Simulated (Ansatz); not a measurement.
# Br started on an S site and a Ca vacancy in rocksalt CaS, 15 atoms, charge 0

Aim: a base single point, then the same cell under other settings, to see what each one moves.

Method: density functional theory in Ansatz 0.2.0, PAW datasets, plane waves.

### 1 Starting point

15 atoms (1 Br, 7 S, 7 Ca); a = 7.967 Å, b = 7.967 Å, c = 7.967 Å, α = 60.00°, β = 60.00°, γ = 60.00°. All atoms were shaken off their sites by about 0.02 Å along each axis. Defect site 1: (0.750, 0.250, 0.250). Defect site 2: (0.000, 0.000, 0.000). Starting moments add up to 1 μB.

Structure file:

```
CELL_PARAMETERS angstrom
0.00000 5.63322 5.63322
5.63322 0.00000 5.63322
5.63322 5.63322 0.00000
ATOMIC_POSITIONS crystal
Br 0.75504 0.24825 0.24804
S 0.24966 0.74705 0.75238
S 0.24592 0.75777 0.24402
S 0.75046 0.24979 0.74362
S 0.24827 0.25188 0.74724
S 0.75419 0.74580 0.24999
S 0.24880 0.24567 0.25145
S 0.75440 0.74554 0.74875
Ca 0.50434 0.50101 0.50307
Ca 0.00246 0.99892 0.50036
Ca 0.49866 0.50188 0.99794
Ca 0.00039 0.49957 0.00090
Ca 0.50382 0.00544 0.49889
Ca 0.49829 0.00113 0.99511
Ca 0.00208 0.50554 0.49464
```

### 2 PBEsol single point

in.yaml

```yaml
crystal:
  lattice:
    - [0.000000, 5.633219, 5.633219]
    - [5.633219, 0.000000, 5.633219]
    - [5.633219, 5.633219, 0.000000]
  atoms:
    - { symbol: Br, position: [0.755045, 0.248250, 0.248037], spin: 0.091 }
    - { symbol: S, position: [0.249658, 0.747047, 0.752379], spin: 0.091 }
    - { symbol: S, position: [0.245922, 0.757772, 0.244016], spin: 0.091 }
    - { symbol: S, position: [0.750461, 0.249792, 0.743623], spin: 0.091 }
    - { symbol: S, position: [0.248270, 0.251884, 0.747241], spin: 0.091 }
    - { symbol: S, position: [0.754192, 0.745798, 0.249986], spin: 0.091 }
    - { symbol: S, position: [0.248805, 0.245667, 0.251451] }
    - { symbol: S, position: [0.754405, 0.745544, 0.748753] }
    - { symbol: Ca, position: [0.504337, 0.501013, 0.503069], spin: 0.091 }
    - { symbol: Ca, position: [0.002462, 0.998925, 0.500357], spin: 0.091 }
    - { symbol: Ca, position: [0.498656, 0.501883, 0.997938], spin: 0.091 }
    - { symbol: Ca, position: [0.000390, 0.499574, 0.000904], spin: 0.091 }
    - { symbol: Ca, position: [0.503823, 0.005444, 0.498895], spin: 0.091 }
    - { symbol: Ca, position: [0.498291, 0.001131, 0.995105] }
    - { symbol: Ca, position: [0.002080, 0.505538, 0.494637] }
  symmetry: { detect: false }
kpoints:
  mp_grid: { grid: [1, 1, 1], shift: [0.25, 0.25, 0.25] }
hamiltonian:
  xc: pbesol
magnetization:
  spin_polarized: true
scf:
  occupations: { method: fermi_dirac, width: 0.01 }
output:
  forces: true
  eigenvalues: true
  stress: true
  populations: true
```

Command:

```
ansatz run in.yaml --threads 2 --pin off --max-ram 20900MiB --runs-dir r --events-out ev --progress --plain
```

### 3 Run again with density cutoff ratio 8, 1 extra band

in.yaml: that of step 2 with these lines changed.

```diff
@@ -24,2 +24,3 @@
   mp_grid: { grid: [1, 1, 1], shift: [0.25, 0.25, 0.25] }
+basis: { ecutrho_ratio: 8 }
 hamiltonian:
@@ -30,2 +31,4 @@
   occupations: { method: fermi_dirac, width: 0.01 }
+  max_iter: 70
+  n_extra_bands: 1
 output:
@@ -34,2 +37,5 @@
   stress: true
-  populations: true
+  write_density: true
+  write_potential: true
+  elf: true
+  volumetric_format: npy
```

### 4 Run again with accuracy low, cutoff 240 eV

in.yaml: that of step 3 with these lines changed.

```diff
@@ -1 +1,2 @@
+accuracy: low
 crystal:
@@ -24,3 +25,3 @@
   mp_grid: { grid: [1, 1, 1], shift: [0.25, 0.25, 0.25] }
-basis: { ecutrho_ratio: 8 }
+basis: { ecutwfc: 240 }
 hamiltonian:
@@ -31,4 +32,3 @@
   occupations: { method: fermi_dirac, width: 0.01 }
-  max_iter: 70
-  n_extra_bands: 1
+  max_iter: 50
 output:
@@ -37,5 +37 @@
   stress: true
-  write_density: true
-  write_potential: true
-  elf: true
-  volumetric_format: npy
```

### 5 Run again with density cutoff ratio 6, accuracy low, at most 2 cycles

in.yaml: that of step 4 with these lines changed.

```diff
@@ -25,3 +25,3 @@
   mp_grid: { grid: [1, 1, 1], shift: [0.25, 0.25, 0.25] }
-basis: { ecutwfc: 240 }
+basis: { ecutrho_ratio: 6 }
 hamiltonian:
@@ -32,3 +32,3 @@
   occupations: { method: fermi_dirac, width: 0.01 }
-  max_iter: 50
+  max_iter: 2
 output:
```

### 6 Variant: mixing beta 0.2, occupations tetrahedron, density threshold 1e-05 eV

in.yaml: that of step 5 with these lines changed.

```diff
@@ -1,2 +1 @@
-accuracy: low
 crystal:
@@ -25,3 +24,2 @@
   mp_grid: { grid: [1, 1, 1], shift: [0.25, 0.25, 0.25] }
-basis: { ecutrho_ratio: 6 }
 hamiltonian:
@@ -31,4 +29,6 @@
 scf:
-  occupations: { method: fermi_dirac, width: 0.01 }
-  max_iter: 2
+  occupations: { method: tetrahedron }
+  max_iter: 50
+  convergence: { dr2_threshold: 1e-05 }
+  mixing: { beta: 0.2 }
 output:
```

### 7 Changed settings: accuracy low, mixing beta 0.6

in.yaml

```yaml
accuracy: low
crystal:
  lattice:
    - [0.000000, 5.633219, 5.633219]
    - [5.633219, 0.000000, 5.633219]
    - [5.633219, 5.633219, 0.000000]
  atoms:
    - { symbol: Br, position: [0.755045, 0.248250, 0.248037] }
    - { symbol: S, position: [0.249658, 0.747047, 0.752379] }
    - { symbol: S, position: [0.245922, 0.757772, 0.244016] }
    - { symbol: S, position: [0.750461, 0.249792, 0.743623] }
    - { symbol: S, position: [0.248270, 0.251884, 0.747241] }
    - { symbol: S, position: [0.754192, 0.745798, 0.249986] }
    - { symbol: S, position: [0.248805, 0.245667, 0.251451] }
    - { symbol: S, position: [0.754405, 0.745544, 0.748753] }
    - { symbol: Ca, position: [0.504337, 0.501013, 0.503069] }
    - { symbol: Ca, position: [0.002462, 0.998925, 0.500357] }
    - { symbol: Ca, position: [0.498656, 0.501883, 0.997938] }
    - { symbol: Ca, position: [0.000390, 0.499574, 0.000904] }
    - { symbol: Ca, position: [0.503823, 0.005444, 0.498895] }
    - { symbol: Ca, position: [0.498291, 0.001131, 0.995105] }
    - { symbol: Ca, position: [0.002080, 0.505538, 0.494637] }
  symmetry: { detect: false }
kpoints:
  mp_grid: { grid: [1, 1, 1], shift: [0.25, 0.25, 0.25] }
hamiltonian:
  xc: pbesol
scf:
  occupations: { method: fermi_dirac, width: 0.01 }
  max_iter: 90
  mixing: { beta: 0.6 }
output:
  forces: true
  eigenvalues: true
  stress: true
```

What does the calculation give? Wanted: for each run, settings; status; energy from base; forces from base.

**Answer**, as computed:

| settings | status | cycles | time | energy from base (meV/atom) | forces from base (eV/Å rms) | filled to empty level on the mesh (eV) |
| --- | --- | --- | --- | --- | --- | --- |
| base | converged | 18 | 6.5 s (2 CPU threads) | 0 | 0 | none |
| density cutoff ratio 8, 1 extra band | converged | 20 | 9.4 s (2 CPU threads) | 0.0 | 0.000 | - |
| accuracy low, cutoff 240 eV | converged, settings too loose | 19 | 3.1 s (2 CPU threads) | +203.4 | 0.009 | - |
| density cutoff ratio 6, accuracy low, at most 2 cycles | not converged | - | 3.4 s (2 CPU threads) | - | - | - |
| mixing beta 0.2, occupations tetrahedron, density threshold 1e-05 eV | converged | 22 | 7 s (2 CPU threads) | +0.1 | 0.016 | 0.01 |
| accuracy low, mixing beta 0.6 | converged, settings too loose | 30 | 4.5 s (2 CPU threads) | +3.7 | 0.016 | - |

The base run shows no spacing between filled and empty levels on this coarse mesh with displaced atoms and smearing, so occupations can shift between runs, and part of each change may come from that and not from the setting itself.

**Reading.** Among these variants the forces move most with accuracy low, mixing beta 0.6 (0.016 eV/Å rms) and least with density cutoff ratio 8, 1 extra band (0.000). 1 of 5 variants gave no result: density cutoff ratio 6, accuracy low, at most 2 cycles (not converged).
